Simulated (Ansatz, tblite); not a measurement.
# Ge(SMe)2Me2 (C₄H₁₂GeS₂): a ladder of methods and basis sets

An exercise on one series of results from a longer session: the logs are not shown, and one member is left open.

Method: as each input shows; program: Ansatz 0.2.0, Gaussian basis.

The runs, in order: GFN1-xTB, GFN2-xTB, PBE-D4/def2-TZVP, r2SCAN-D4/def2-TZVP, r2SCAN0-D4/def2-TZVP, BLYP-D4/def2-TZVP, PBE-QIDH/def2-TZVP, PBE-D4/def2-SVP, PBE0-D4/def2-SVP, HF/6-31G, B3LYP-D4/6-31G, CCSD(T)/def2-SVP, MP2/def2-TZVP, RPA/def2-TZVP.

2 further runs of the same task are left out: 2 set aside as unsound or not needed.

## The geometry

The geometry is that of the singlet, from an earlier relaxation (r2SCAN-D4/def2-SVP).

19 atoms, charge 0, spin multiplicity 1.

Bond lengths: Ge1–S2 2.225 Å, Ge1–S7 2.245 Å, Ge1–C12 1.955 Å, Ge1–C16 1.947 Å, S2–C3 1.831 Å, C3–H4 1.100 Å, C3–H5 1.099 Å, C3–H6 1.100 Å, S7–C8 1.831 Å, C8–H9 1.101 Å, C8–H10 1.099 Å, C8–H11 1.100 Å, C12–H13 1.101 Å, C12–H14 1.100 Å, C12–H15 1.101 Å, C16–H17 1.101 Å, C16–H18 1.101 Å, C16–H19 1.099 Å. Angles: S2–Ge1–S7 105.3°, S2–Ge1–C12 111.8°, S2–Ge1–C16 106.3°, S7–Ge1–C12 109.3°, S7–Ge1–C16 111.8°, C12–Ge1–C16 112.2°, Ge1–S2–C3 99.8°, S2–C3–H4 110.6°, S2–C3–H5 106.8°, S2–C3–H6 111.4°, H4–C3–H5 109.1°, H4–C3–H6 110.0°, H5–C3–H6 108.8°, Ge1–S7–C8 101.1°, S7–C8–H9 112.0°, S7–C8–H10 106.4°, S7–C8–H11 111.8°, H9–C8–H10 108.2° and more.

PBE0-D4/def2-TZVP was run before; its log isn't repeated, and its numbers join the tables.

The first run:

Tight binding, by tblite at 300 K electronic temperature and without a spin-polarisation term:

```python
tblite.interface.Calculator('GFN1-xTB', numbers, positions, charge=0, uhf=0).singlepoint()
```

Tight binding, by tblite at 300 K electronic temperature and without a spin-polarisation term:

```python
tblite.interface.Calculator('GFN2-xTB', numbers, positions, charge=0, uhf=0).singlepoint()
```

start.molden holds the orbitals of an earlier run on this state, given as this run's starting guess.

Input file in.yaml:

```yaml
crystal:
  periodic: [false, false, false]
  atoms:
    - {symbol: Ge, position_ang: [-0.395327, -0.512911, 0.205952]}
    - {symbol: S, position_ang: [-0.027596, -0.805691, 2.381065]}
    - {symbol: C, position_ang: [1.153386, 0.559898, 2.684606]}
    - {symbol: H, position_ang: [1.958098, 0.549634, 1.934892]}
    - {symbol: H, position_ang: [1.587581, 0.389648, 3.679266]}
    - {symbol: H, position_ang: [0.647413, 1.536372, 2.681122]}
    - {symbol: S, position_ang: [1.602301, -0.803830, -0.777251]}
    - {symbol: C, position_ang: [1.383721, 0.167452, -2.313945]}
    - {symbol: H, position_ang: [0.558114, -0.217771, -2.931411]}
    - {symbol: H, position_ang: [2.317743, 0.062000, -2.883912]}
    - {symbol: H, position_ang: [1.222233, 1.234810, -2.103500]}
    - {symbol: C, position_ang: [-1.049548, 1.287964, -0.183098]}
    - {symbol: H, position_ang: [-1.306664, 1.389660, -1.248777]}
    - {symbol: H, position_ang: [-0.292608, 2.044723, 0.070378]}
    - {symbol: H, position_ang: [-1.953736, 1.475218, 0.416148]}
    - {symbol: C, position_ang: [-1.667826, -1.888639, -0.323922]}
    - {symbol: H, position_ang: [-1.830915, -1.851021, -1.411734]}
    - {symbol: H, position_ang: [-2.631215, -1.735976, 0.186306]}
    - {symbol: H, position_ang: [-1.275156, -2.881529, -0.062193]}
basis:
  gaussian: {orbitals: def2-TZVP, initial_orbitals: start.molden}
hamiltonian: {xc: pbe, dispersion: d4}
scf: {omitted_lower_state_checks: [starts]}
output: {orbitals: {seedname: orbitals}}
```

The run is started by

```sh
ansatz run in.yaml --threads 2 --pin off --events-out ev --progress --plain --max-ram 31744MiB --backend cuda --devices 0, --max-vram 18GiB
```

Among the steps run: PBE-D4/def2-TZVP; r2SCAN-D4/def2-TZVP; r2SCAN0-D4/def2-TZVP; BLYP-D4/def2-TZVP; PBE-QIDH/def2-TZVP; PBE-D4/def2-SVP; PBE0-D4/def2-SVP; HF/6-31G; B3LYP-D4/6-31G; CCSD(T)/def2-SVP; MP2/def2-TZVP; RPA/def2-TZVP.

One table of the session follows, with a row left open; its other results are not shown here.

| method | binding an atom (eV) |
| --- | --- |
| HF/6-31G | 2.610 |
| HF/def2-SVP | 2.801 |
| HF/def2-TZVP | 2.781 |
| PBE-D4/def2-SVP | 3.820 |
| PBE-D4/def2-TZVP | ? |
| BLYP-D4/def2-TZVP | 3.724 |
| r2SCAN-D4/def2-TZVP | 3.768 |
| B3LYP-D4/6-31G | 3.653 |
| PBE0-D4/def2-SVP | 3.782 |
| PBE0-D4/def2-TZVP | 3.772 |
| r2SCAN0-D4/def2-TZVP | 3.731 |
| MP2/def2-SVP | 3.573 |
| MP2/def2-TZVP | 3.658 |
| CCSD/def2-SVP | 3.522 |
| CCSD(T)/def2-SVP | 3.558 |

Q: Estimate the row for PBE-D4/def2-TZVP from the others.

As computed: binding an atom (eV): 3.812. In the column «binding an atom (eV)» it lies between PBE0-D4/def2-SVP (3.782) and PBE-D4/def2-SVP (3.820).

Some runs used a GPU and others CPU threads alone, so the times don't compare the methods' cost.

To keep in mind: Free atoms were run apart at each level; binding is atoms less cluster, divided by the number of atoms, without zero-point or spin-orbit terms. The yardstick is in a double-zeta basis, so levels in larger sets aren't compared like for like.
